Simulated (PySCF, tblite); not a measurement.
# C₅H₂F₃O radical: geometry, infrared bands and EPR parameters

Aim: predict the infrared bands and EPR parameters of C₅H₂F₃O radical (`O=C1[CH]C1C(F)=C(F)F`).

Programs: tblite 0.8.0 and PySCF 2.14.0, with density-fitted response routines of our own. Each step states its level of theory. These are calculated values for one molecule in the gas phase, unless marked as measured. Atoms are numbered from 0 throughout.

### Step 1. Starting geometry

11 atoms, charge 0, multiplicity 2; geometry from: force field or distance geometry start.

Bonds of the start (Å): O0–C1 1.19, C1–C2 1.47, C2–C3 1.44, C3–C4 1.46, C4–F5 1.35, C4–C6 1.35, C6–F7 1.35, C6–F8 1.34, C3–C1 1.45, C2–H9 1.09, C3–H10 1.08.

### Step 2. Geometry optimisation with GFN2-xTB

The job: settings as JSON, then the geometry in Å.

```
{"job": {"kind": "relax", "xc": "GFN2-xTB", "basis": "xTB"}, "charge": 0, "multiplicity": 2}
O     -1.869600     1.047600    -1.390300
C     -1.186300     0.163500    -0.980200
C     -1.463400    -1.059700    -0.218400
C     -0.576700    -0.054200     0.318400
C      0.852500    -0.349300     0.315900
F      1.232500    -1.629300     0.530000
C      1.826100     0.556800     0.113200
F      3.124200     0.171800     0.140200
F      1.521400     1.847400    -0.091000
H     -2.503400    -1.214400     0.081800
H     -0.951800     0.522400     1.154400
```

Command:

```
> OMP_NUM_THREADS=1 python probes_run.py task.json out
```

The driver reads the jobs from task.json and runs them one after another.

Output:

```text
step      E/eV     max force
  0    -810.17904    3.155
  1    -810.55339    2.498
  2    -810.84739    1.487
  3    -811.00008    1.243
  4    -811.15093    2.261
  5    -811.20440    2.299
  6    -811.26338    1.026
  7    -811.34210    1.708
  8    -811.44769    2.687
  9    -811.51827    0.725
 10    -811.54318    0.741
 11    -811.58880    1.288
 12    -811.62910    1.500
 13    -811.69031    1.690
 14    -811.72282    1.136
 15    -811.75341    0.552
 16    -811.78447    0.930
 17    -811.83484    1.096
 18    -811.86741    1.062
 19    -811.89335    0.706
 20    -811.91974    0.757
 21    -811.94594    0.637
 22    -812.00844    0.542
 23    -812.04911    0.553
 24    -812.10726    0.748
 25    -812.16892    1.002
 26    -812.14533    2.532
 27    -812.23738    0.485
 28    -812.27994    0.550
 29    -812.40048    1.173
 30    -812.45292    1.482
 31    -812.51582    0.581
 32    -812.54996    0.814
 33    -812.60072    0.994
 34    -812.64283    0.824
 35    -812.68162    1.111
 36    -812.71677    0.682
 37    -812.73980    1.236
 38    -812.77197    0.490
 39    -812.78928    0.439
 40    -812.81754    0.643
 41    -812.83693    0.687
 42    -812.85721    0.467
 43    -812.87648    0.430
 44    -812.89532    0.588
 45    -812.90942    0.670
 46    -812.93987    0.532
 47    -812.98698    0.433
 48    -813.01352    0.678
 49    -813.02658    0.363
 50    -813.04532    0.485
 51    -813.06567    0.426
 52    -813.07956    0.414
 53    -813.09047    0.351
 54    -813.09601    0.159
 55    -813.09951    0.223
 56    -813.10160    0.187
 57    -813.10376    0.160
 58    -813.10698    0.168
 59    -813.11003    0.142
 60    -813.11255    0.152
 61    -813.11500    0.205
 62    -813.11711    0.181
 63    -813.11863    0.089
 64    -813.11931    0.092
 65    -813.11969    0.142
 66    -813.12009    0.150
 67    -813.12044    0.117
 68    -813.12075    0.071
 69    -813.12108    0.057
 70    -813.12145    0.066
 71    -813.12178    0.047
 72    -813.12205    0.048
 73    -813.12230    0.045
 74    -813.12257    0.064
 75    -813.12286    0.060
 76    -813.12308    0.038
 77    -813.12320    0.042
 78    -813.12325    0.051
 79    -813.12328    0.051
 80    -813.12333    0.046
 81    -813.12342    0.039
 82    -813.12354    0.034
 83    -813.12367    0.032
 84    -813.12374    0.023
 85    -813.12377    0.015
 86    -813.12380    0.019
 87    -813.12384    0.024
 88    -813.12389    0.022
 89    -813.12392    0.011
 90    -813.12392    0.007
```

Wall time 0.49 s (1 thread of Arm Neoverse V1, shared host).

Along the way: (not every step is listed)

| step | energy from step 0 (eV) | largest force (eV/Å) |
| --- | --- | --- |
| 0 | 0.0000 | 3.1552 |
| 1 | -0.3744 | 2.4976 |
| 2 | -0.6684 | 1.4873 |
| 3 | -0.8210 | 1.2426 |
| 4 | -0.9719 | 2.2607 |
| 5 | -1.0254 | 2.2987 |
| 6 | -1.0843 | 1.0255 |
| 7 | -1.1631 | 1.7085 |
| 8 | -1.2686 | 2.6872 |
| 15 | -1.5744 | 0.5516 |
| 22 | -1.8294 | 0.5424 |
| 29 | -2.2214 | 1.1728 |
| 36 | -2.5377 | 0.6818 |
| 43 | -2.6974 | 0.4301 |
| 50 | -2.8663 | 0.4849 |
| 57 | -2.9247 | 0.1600 |
| 64 | -2.9403 | 0.0922 |
| 71 | -2.9427 | 0.0465 |
| 78 | -2.9442 | 0.0512 |
| 85 | -2.9447 | 0.0148 |
| 86 | -2.9448 | 0.0193 |
| 87 | -2.9448 | 0.0236 |
| 88 | -2.9448 | 0.0218 |
| 89 | -2.9449 | 0.0107 |
| 90 | -2.9449 | 0.0071 |

Distances of close pairs at the start and the end, largest changes first:

| bond | before (Å) | after (Å) | change (Å) |
| --- | --- | --- | --- |
| C1–C3 | 1.451 | 2.439 | +0.988 |
| C1–C2 | 1.467 | 1.321 | -0.146 |
| C3–C4 | 1.459 | 1.397 | -0.062 |
| O0–C1 | 1.190 | 1.156 | -0.035 |
| C2–C3 | 1.444 | 1.413 | -0.031 |
| C6–F7 | 1.354 | 1.326 | -0.028 |
| C4–C6 | 1.345 | 1.362 | +0.016 |
| C2–H9 | 1.093 | 1.080 | -0.013 |

The next job starts from the end point, and lists it.

### Step 3. Harmonic vibrations with GFN2-xTB

The job: settings as JSON, then the geometry in Å.

```
{"job": {"kind": "ir", "xc": "GFN2-xTB", "basis": "xTB"}, "charge": 0, "multiplicity": 2}
O     -1.812441    -1.192286    -2.388530
C     -1.688109    -0.787166    -1.313352
C     -1.630712    -0.336227    -0.072571
C     -0.474235     0.124668     0.595153
C      0.785449     0.146901    -0.008693
F      0.874433    -0.296364    -1.285738
C      1.942944     0.573554     0.567543
F      3.137092     0.586675    -0.008324
F      1.994951     1.038439     1.815651
H     -2.568348    -0.328001     0.464165
H     -0.555600     0.472478     1.608732
```

Output:

```text
mode    cm-1     km/mol
  1      61.0      0.94
  2      86.7      0.23
  3     133.3      1.91
  4     158.8      0.96
  5     229.2      0.23
  6     244.9      7.33
  7     318.8     15.99
  8     350.9     13.66
  9     409.7     13.50
 10     467.4      0.11
 11     491.6      2.14
 12     514.2      0.62
 13     631.7     52.66
 14     672.6      9.50
 15     727.6      3.60
 16     813.8     35.28
 17    1025.4    102.89
 18    1049.9    164.35
 19    1103.7     16.64
 20    1218.7    220.38
 21    1249.3     17.55
 22    1373.2     22.41
 23    1422.9      5.80
 24    1600.7    252.53
 25    2241.4   1392.38
 26    3067.4      6.52
 27    3146.9      1.40
```

It took 0.28 s on 1 thread of Arm Neoverse V1, shared host.

Which atoms move in the most intense modes:

| cm⁻¹ | km/mol | atoms |
| --- | --- | --- |
| 632 | 52.7 | H9 60 %, C2 20 %, H10 16 % |
| 814 | 35.3 | C3 43 %, F5 27 % |
| 1025 | 102.9 | C2 31 %, O0 19 %, H10 17 %, C3 11 % |
| 1050 | 164.3 | C4 33 %, H10 16 %, C6 14 %, F5 13 % |
| 1219 | 220.4 | C6 71 %, F8 14 %, F7 13 % |
| 1373 | 22.4 | C2 53 %, O0 12 %, C3 11 %, C4 10 % |
| 1601 | 252.5 | C6 55 %, C4 38 % |
| 2241 | 1392.4 | C1 69 %, O0 24 % |

The optimised geometry no longer has the bonds of the starting formula, so what follows describes that rearranged structure.

### Step 4. g tensor and hyperfine couplings: B3LYP/pcH-1

The job, as its differences from that of step 3:

```diff
@@ -1,2 +1,2 @@
-{"job": {"kind": "ir", "xc": "GFN2-xTB", "basis": "xTB"}, "charge": 0, "multiplicity": 2}
+{"job": {"kind": "epr", "basis": "pcH-1"}, "charge": 0, "multiplicity": 2}
 O     -1.812441    -1.192286    -2.388530
```

Method: UKS B3LYP, pcH-1 on C F H O, non-relativistic, mean-field spin-orbit, GIAO.

Output:

```text
UKS, coarse grid
  cycle   1  E = -566.21763839  |g| = 7.35e-01
  cycle   2  E = -565.59478909  |g| = 1.50e+00
  cycle   3  E = -566.38536397  |g| = 2.36e-01
  cycle   4  E = -566.40432479  |g| = 1.04e-01
  cycle   5  E = -566.40859306  |g| = 2.76e-02
  cycle   6  E = -566.40901327  |g| = 1.10e-02
  cycle   7  E = -566.40910777  |g| = 4.51e-03
  cycle   8  E = -566.40913508  |g| = 2.53e-03
  cycle   9  E = -566.40914055  |g| = 9.39e-04
UKS, final grid
  cycle   1  E = -566.40909083  |g| = 1.44e-03
  cycle   2  E = -566.40908882  |g| = 2.72e-03
  cycle   3  E = -566.40909170  |g| = 5.01e-04
  cycle   4  E = -566.40909181  |g| = 7.11e-05
  cycle   5  E = -566.40909182  |g| = 6.39e-05
  cycle   6  E = -566.40909183  |g| = 1.94e-05
E = -566.40909183 Eh   <S^2> = 0.7763 (exact 0.7500)
g shifts (ppm)      1          2          3
  rmc          -215       -215       -215
  gc             48          4         49
  oz_so        -785       -155       1961
  total        -952       -367       1794
hyperfine (MHz)  atom isotope    a_iso     a_fc   dipolar eigenvalues
    0   17O      -9.27      -9.27    -39.21     19.08     20.12
    1   13C      10.24      10.24    -19.09    -16.49     35.58
    2   13C     -27.32     -27.32     -5.38      0.59      4.79
    3   13C      48.58      48.58    -46.25    -45.15     91.40
    4   13C     -52.67     -52.67    -28.26     12.48     15.78
    5   19F     -27.21     -27.21    -65.81     24.09     41.72
    6   13C      55.39      55.39    -47.34    -45.81     93.15
    7   19F      76.87      76.87   -133.61   -108.01    241.62
    8   19F      66.18      66.18   -113.76    -86.28    200.04
    9    1H       1.31       1.31     -3.28      1.35      1.94
   10    1H     -36.85     -36.85    -19.89     -0.80     20.69
```

Wall time 55 s (1 thread of Arm Neoverse V1, shared host); peak memory 0.87 GiB.

Principal g values 2.00137, 2.00195, 2.00411; g(iso) = 2.00248, against 2.00232 for a free electron.

Hyperfine couplings, nucleus by nucleus at this fixed geometry (no averaging over rotations):

| nuclei | isotope | a(iso) (MHz) | a(iso) (G, at g = 2.0023) | largest dipolar term (MHz) |
| --- | --- | --- | --- | --- |
| F7 | 19F | 76.9 | 27.4 | 241.6 |
| F8 | 19F | 66.2 | 23.6 | 200.0 |
| C6 | 13C | 55.4 | 19.8 | 93.1 |
| C4 | 13C | -52.7 | -18.8 | -28.3 |
| C3 | 13C | 48.6 | 17.3 | 91.4 |
| H10 | 1H | -36.9 | -13.2 | 20.7 |
| C2 | 13C | -27.3 | -9.7 | -5.4 |
| F5 | 19F | -27.2 | -9.7 | -65.8 |
| C1 | 13C | 10.2 | 3.7 | 35.6 |
| O0 | 17O | -9.3 | -3.3 | -39.2 |
| H9 | 1H | 1.3 | 0.5 | -3.3 |

Mulliken spin populations:

| atom | value (e) |
| --- | --- |
| O0 | 0.09 |
| C1 | 0.18 |
| C2 | -0.08 |
| C3 | 0.57 |
| C4 | -0.19 |
| F5 | -0.01 |
| C6 | 0.42 |
| F7 | 0.03 |
| F8 | 0.02 |
| H9 | 0.00 |
| H10 | -0.03 |

The fields below are evaluated on a grid from the run's orbitals.

ELF in a plane through or near 11 of the atoms.

Ten even steps from '0' (0.00) to '9' (1.00):
```
0000000000000000000000000000
0000000000000000000000000000
0000000000000000000000000000
0000000000004530000000000000
0000000000069992004662000000
0000013442079995039999200000
0000157885049995169999200000
0000377386016635759996000000
0000378573116164871641000000
0000014632637956615741000000
0000002394916751276334200000
0001577732731420051947420000
0001685652137774035787641000
0001477861066277026734851000
0000147740078786005778841000
0000001200034431003566410000
0000000000000000000122100000
0000000000000000000000000000
0000000000000000000000000000
0000000000000000000000000000
```
The map spans 11.1 Å across and 8.7 Å up, centred on the molecule. Atoms in the plane (x, y in Å): O0 (2.8, -1.6), C1 (2.2, -0.6), C2 (1.6, 0.6), C3 (0.2, 0.8), C4 (-0.7, -0.3), F5 (-0.2, -1.6), C6 (-2.1, -0.2), F7 (-2.9, -1.2), F8 (-2.7, 1.0), H9 (2.2, 1.4), H10 (-0.2, 1.8).

On the surface of density 0.002 e/bohr³ the electrostatic potential runs, from the 1st to the 99th percentile, from -0.71 V near O0 to 1.67 V near H9.

The spin density lies nearest to C3, C6 about 27 % each; C1 12 %; C4 9 % (beta excess); O0 7 %.

### Step 5. Outcome

| quantity | value |
| --- | --- |
| strongest single infrared mode (GFN2-xTB) | 2241 cm⁻¹, 1392 km/mol |
| zero-point energy (GFN2-xTB) | 35.5 kcal/mol |
| g(iso) (B3LYP) | 2.00248 |
| ⟨S²⟩ | 0.776 (exact 0.75) |
| largest a(iso) | 19F on F7, 76.9 MHz |
| potential on the surface of density 0.002 e/bohr³, 1st and 99th percentile | -0.71 V and 1.67 V |

In words: The optimisation took 90 steps and gained 2.945 eV; among the close pairs (by a distance rule), C1–C3 changed most, from 1.451 to 2.439 Å. The frame itself reshapes: C1···C3 goes from 1.45 to 2.44 Å. All 27 modes are real, so the xTB geometry is a minimum. The strongest single mode, at 2241 cm⁻¹, moves mainly C1. Unscaled tight-binding wavenumbers are off by several per cent, some by more. Its intensities can rank the bands wrongly. The structure rearranged or came apart on optimisation; the results belong to the end geometry, not to the formula as drawn. The largest spin populations lie on C3 (0.57 e), C6 (0.42 e). The isotropic g lies 0.2 ppt above the free-electron value. These values are for one conformer; the search (at its own cheap level) found 2 more, at 0.27, 0.87 kcal/mol, and measured spectra average over such forms.
